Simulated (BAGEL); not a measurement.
# GaHCl2 (SMILES [Cl][GaH][Cl]): levels of theory compared

Wanted: a comparison of 4 runs (B3LYP/cc-pVDZ, PBE0/cc-pVDZ, B3LYP/6-31G*, RI-MP2/cc-pVDZ) of GaHCl2. 

The calculation is run with BAGEL 1.2.2.

1 further run of the same task is left out (it didn't finish).

### Step 1. Starting point

GaHCl2 has 4 atoms, charge 0, and is taken as a singlet. As SMILES, `[Cl][GaH][Cl]`. Geometry: relaxed at PBE0-D4/def2-TZVP.

Bond lengths: Cl1–Ga2 2.128 Å, Ga2–Cl3 2.128 Å, Ga2–H4 1.545 Å. Angles: Cl1–Ga2–Cl3 115.1°, Cl1–Ga2–H4 122.4°, Cl3–Ga2–H4 122.4°.

### Step 2. The energy at B3LYP/cc-pVDZ (density fitting with qzvpp-jkfit) (run 1)

input.json reads:

```json
{ "bagel" : [

{
  "title" : "molecule",
  "basis" : "cc-pvdz.json",
  "df_basis" : "qzvpp-jkfit",
  "angstrom" : "true",
  "geometry" : [
    { "atom" : "Cl", "xyz" : [   -1.941100,   -0.099200,   -0.563400 ] },
    { "atom" : "Ga", "xyz" : [    0.104300,    0.143900,   -0.029400 ] },
    { "atom" : "Cl", "xyz" : [    1.031000,   -1.579900,    0.805800 ] },
    { "atom" : "H", "xyz" : [    0.861300,    1.474900,   -0.233300 ] }
  ]
},
{
  "title" : "ks",
  "xc_func" : "b3lyp"
},
{
  "title" : "print",
  "file" : "orbitals.molden",
  "orbitals" : "true"
}

]}
```

The basis set cc-pVDZ is read from a file made from the Basis Set Exchange's data (not shown).

On the command line:

```
$ BAGEL_NUM_THREADS=1 BAGEL input.json > input.out
```

What it wrote:

```text
* using 1 threads per process

  ===============================================================
  ===============================================================

  *** Geometry ***

  { "atom" : "Cl", "xyz" : [     -3.668147,     -0.187461,     -1.064672 ] },
  { "atom" : "Ga", "xyz" : [      0.197098,      0.271932,     -0.055558 ] },
  { "atom" : "Cl", "xyz" : [      1.948308,     -2.985578,      1.522741 ] },
  { "atom" : "H", "xyz" : [      1.627621,      2.787157,     -0.440873 ] },

  Number of auxiliary basis functions:      540

  Since a DF basis is specified, we compute 2- and 3-index integrals:
    o Being stored without compression. Storage requirement is 0.020 GB

  Number of basis functions:       68
  Number of electrons      :       66

    * METHOD: MOLECULE                             0.29

  *** Kohn-Sham DFT ***

    * Removing 5931 points whose weight is below 1.00e-10
    * Grid points: 53693

  === Nuclear Repulsion ===
   320.8837562877

       - DIIS with orbital gradients will be used.

  === KS iteration (b3lyp / cc-pvdz.json) ===
      0      -2830.02836078          0.11906697           0.29
      1      -2774.04562770          0.20043014           0.24
      2      -2820.22592546          0.11529002           0.23
      3      -2841.25064698          0.05672968           0.24
      4      -2844.54257112          0.04962445           0.24
      5      -2845.99448845          0.00480401           0.23
      6      -2846.00837474          0.00167919           0.23
      7      -2846.00996069          0.00104982           0.23
      8      -2846.01089024          0.00016908           0.23
      9      -2846.01091637          0.00004105           0.24
     10      -2846.01091752          0.00000465           0.24
     11      -2846.01091753          0.00000076           0.24
     12      -2846.01091753          0.00000022           0.24
     13      -2846.01091753          0.00000007           0.24
     14      -2846.01091753          0.00000002           0.24
     15      -2846.01091753          0.00000001           0.24
    * SCF iteration converged.

    * Permanent dipole moment:
           (   -0.332618,    -0.584747,     0.089516) a.u.

    * METHOD: KS                                   4.07

    * METHOD: PRINT                                0.01

  ===============================================================
```

Run time: 4.8 s. Hardware: 1 thread of Arm Neoverse V1, shared host; peak memory 0.24 GiB.

### Step 3. A single-point energy at PBE0/cc-pVDZ (density fitting with qzvpp-jkfit) (run 2)

job.json reads:

```json
{ "bagel" : [

{
  "title" : "molecule",
  "basis" : "cc-pvdz.json",
  "df_basis" : "qzvpp-jkfit",
  "angstrom" : true,
  "geometry" : [
    { "atom" : "Cl", "xyz" : [      -1.941100,      -0.099200,      -0.563400 ] },
    { "atom" : "Ga", "xyz" : [       0.104300,       0.143900,      -0.029400 ] },
    { "atom" : "Cl", "xyz" : [       1.031000,      -1.579900,       0.805800 ] },
    { "atom" : "H", "xyz" : [       0.861300,       1.474900,      -0.233300 ] }
  ]
},

{
  "title" : "ks",
  "xc_func" : "pbe0",
  "charge" : 0
},

{
  "title" : "print",
  "file" : "orbitals.molden",
  "orbitals" : true
}

]}
```

The basis set cc-pVDZ is read from a file made from the Basis Set Exchange's data (not shown).

On the command line:

```
$ BAGEL_NUM_THREADS=1 BAGEL job.json > job.out
```

What it wrote:

```text
* using 1 threads per process

  ===============================================================
  ===============================================================

  *** Geometry ***

  { "atom" : "Cl", "xyz" : [     -3.668147,     -0.187461,     -1.064672 ] },
  { "atom" : "Ga", "xyz" : [      0.197098,      0.271932,     -0.055558 ] },
  { "atom" : "Cl", "xyz" : [      1.948308,     -2.985578,      1.522741 ] },
  { "atom" : "H", "xyz" : [      1.627621,      2.787157,     -0.440873 ] },

  Number of auxiliary basis functions:      540

  Since a DF basis is specified, we compute 2- and 3-index integrals:
    o Being stored without compression. Storage requirement is 0.020 GB

  Number of basis functions:       68
  Number of electrons      :       66

    * METHOD: MOLECULE                             0.29

  *** Kohn-Sham DFT ***

    * Removing 5931 points whose weight is below 1.00e-10
    * Grid points: 53693

  === Nuclear Repulsion ===
   320.8837562877

       - DIIS with orbital gradients will be used.

  === KS iteration (pbe0 / cc-pvdz.json) ===
      0      -2829.42566451          0.11893236           0.28
      1      -2773.87722719          0.19967723           0.24
      2      -2819.59913108          0.11585207           0.23
      3      -2840.92032868          0.05407936           0.23
      4      -2843.73115069          0.05279291           0.23
      5      -2845.35859016          0.00543377           0.23
      6      -2845.37793027          0.00109496           0.23
      7      -2845.37848974          0.00079325           0.23
      8      -2845.37905895          0.00009540           0.23
      9      -2845.37906716          0.00002514           0.23
     10      -2845.37906754          0.00000278           0.23
     11      -2845.37906754          0.00000030           0.23
     12      -2845.37906754          0.00000011           0.24
     13      -2845.37906754          0.00000006           0.24
     14      -2845.37906754          0.00000002           0.24
     15      -2845.37906754          0.00000001           0.24
    * SCF iteration converged.

    * Permanent dipole moment:
           (   -0.347450,    -0.610819,     0.093498) a.u.

    * METHOD: KS                                   4.03

    * METHOD: PRINT                                0.01

  ===============================================================
```

Run time: 4.5 s. Hardware: 1 thread of Arm Neoverse V1, shared host; peak memory 0.24 GiB.

Run 3 isn't shown in full; the table further down has it.

### Step 4. A single-point energy at RI-MP2/cc-pVDZ (density fitting with qzvpp-jkfit) (run 4)

Changes to input.json since step 2:

```diff
@@ -6,3 +6,3 @@
   "df_basis" : "qzvpp-jkfit",
-  "angstrom" : "true",
+  "angstrom" : true,
   "geometry" : [
@@ -14,11 +14,4 @@
 },
-{
-  "title" : "ks",
-  "xc_func" : "b3lyp"
-},
-{
-  "title" : "print",
-  "file" : "orbitals.molden",
-  "orbitals" : "true"
-}
+{ "title" : "hf" },
+{ "title" : "mp2", "ncore" : 19 }
```

The basis set cc-pVDZ is read from a file made from the Basis Set Exchange's data (not shown).

On the command line:

```
$ BAGEL_NUM_THREADS=1 BAGEL input.json > input.out
```

What it wrote:

```text
* using 1 threads per process

  ===============================================================
  ===============================================================

  *** Geometry ***

  { "atom" : "Cl", "xyz" : [     -3.668147,     -0.187461,     -1.064672 ] },
  { "atom" : "Ga", "xyz" : [      0.197098,      0.271932,     -0.055558 ] },
  { "atom" : "Cl", "xyz" : [      1.948308,     -2.985578,      1.522741 ] },
  { "atom" : "H", "xyz" : [      1.627621,      2.787157,     -0.440873 ] },

  Number of auxiliary basis functions:      540

  Since a DF basis is specified, we compute 2- and 3-index integrals:
    o Being stored without compression. Storage requirement is 0.020 GB

  Number of basis functions:       68
  Number of electrons      :       66

    * METHOD: MOLECULE                             0.29

  *** RHF ***

  === Nuclear Repulsion ===
   320.8837562877

      * DIIS with orbital gradients will be used.

  === RHF iteration (cc-pvdz.json) ===
      0      -2842.84740313          0.00812021           0.11
      1      -2842.91086558          0.00356872           0.10
      2      -2842.92094444          0.00068809           0.10
      3      -2842.92142608          0.00012860           0.10
      4      -2842.92144164          0.00002992           0.10
      5      -2842.92144260          0.00000738           0.10
      6      -2842.92144267          0.00000173           0.10
      7      -2842.92144267          0.00000036           0.10
      8      -2842.92144267          0.00000014           0.10
      9      -2842.92144267          0.00000003           0.10
     10      -2842.92144267          0.00000001           0.10
    * SCF iteration converged.

    * Permanent dipole moment:
           (   -0.391138,    -0.687610,     0.105246) a.u.

    * METHOD: HF                                   1.34

  *** RHF ***

  === Nuclear Repulsion ===
   320.8837562877

      * DIIS with orbital gradients will be used.

  === RHF iteration (cc-pvdz.json) ===
      0      -2842.92144267          0.00000000           0.10
    * SCF iteration converged.

    * Permanent dipole moment:
           (   -0.391138,    -0.687610,     0.105246) a.u.

  === DF-MP2 calculation ===

    * freezing 19 orbitals
    * 3-index integral transformation done
    * assembly done

      MP2 correlation energy:   -0.3453894758      0.03

      MP2 total energy:       -2843.2668321484

    * METHOD: MP2                                  0.24

  ===============================================================
```

It took 2 s on 1 thread of Arm Neoverse V1, shared host; peak memory 0.12 GiB.

### Step 5. All runs side by side

```csv
run,level,frozen core orbitals,energy (Eh),dipole moment (D),HOMO energy (eV),LUMO energy (eV),wall time
1,B3LYP/cc-pVDZ (density fitting with qzvpp-jkfit),–,-2846.010918,1.72,-8.75,-1.90,4.8 s
2,PBE0/cc-pVDZ (density fitting with qzvpp-jkfit),–,-2845.379068,1.80,-9.09,-1.68,4.5 s
3,"B3LYP/6-31G* (density fitting with qzvpp-jkfit, spherical functions)",–,-2845.714064,1.82,-8.81,-2.01,5.4 s
4,RI-MP2/cc-pVDZ (density fitting with qzvpp-jkfit),19,-2843.266832,–,–,–,2 s
```

### Step 6. What came out

| quantity | value |
| --- | --- |
| run 4: total energy | -2843.26683 Eh |
| run 4: correlation energy (19 core orbitals frozen) | -345.4 mEh |

**Reading.** Over runs 1, 2, 3 the dipole moment (its size) runs from 1.72 D (B3LYP/cc-pVDZ) to 1.82 D (B3LYP/6-31G*). Over runs 1, 2, 3 the HOMO–LUMO gap runs from 6.80 eV (B3LYP/6-31G*) to 7.41 eV (PBE0/cc-pVDZ). The two ends differ in method and basis. Totals of different functionals can't be ranked against each other. All runs together took 17 s, the longest 5.4 s.
